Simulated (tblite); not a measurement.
# C7H9AlClPS: the cost of one run

Programs: tblite 0.8.0 and PySCF 2.14.0. All values are calculated, for the isolated system unless a continuum is named. Atoms count from 0, parts from 1.

### 1 The system as given

20 atoms, charge 0, multiplicity 1; geometry: rigid parts in contact. Parts: 1 = atoms 0–9, `P#Cc1ccsc1`, charge 0; 2 = atoms 10–19, `[CH3][Al]([CH3])[Cl]`, charge 0.

### 2 Docking the parts with GFN2-xTB

Job settings and geometry (Å):

```
{"job": {"kind": "dock", "xc": "GFN2-xTB", "basis": "xTB"}, "charge": 0, "multiplicity": 1, "parts": [{"atoms": "0-9", "charge": 0, "multiplicity": 1}, {"atoms": "10-19", "charge": 0, "multiplicity": 1}]}
P      3.450642    -0.650419     0.066864
C      1.940213    -0.269296     0.015189
C      0.583884     0.047793    -0.026364
C     -0.465408    -0.891787     0.221924
C     -1.692081    -0.334542     0.121001
S     -1.623054     1.342357    -0.276698
C      0.088304     1.296937    -0.308346
H     -0.282007    -1.923973     0.460930
H     -2.647505    -0.801503     0.255902
H      0.647013     2.184435    -0.530401
C     -2.615422    -1.610906    -3.227398
Al    -0.762464    -0.902310    -3.036742
C      0.866381    -2.031624    -2.819802
Cl    -0.533710     1.123229    -3.071273
H     -2.674762    -2.694711    -3.110789
H     -3.041741    -1.369896    -4.206977
H     -3.293172    -1.167174    -2.490261
H      0.993392    -2.739162    -3.643694
H      0.837296    -2.634785    -1.908104
H      1.775932    -1.423352    -2.773838
```

With the program's defaults for keys left out, this is: GFN2-xTB search for minima from random contacts, gas phase.

On the command line:

```
> OMP_NUM_THREADS=1 python cluster_run.py task.json out
```

This one command runs all jobs of the session in turn.

Q: Estimate the wall time of this first job on 1 thread of Arm Neoverse V2, shared host.

About 85 s.
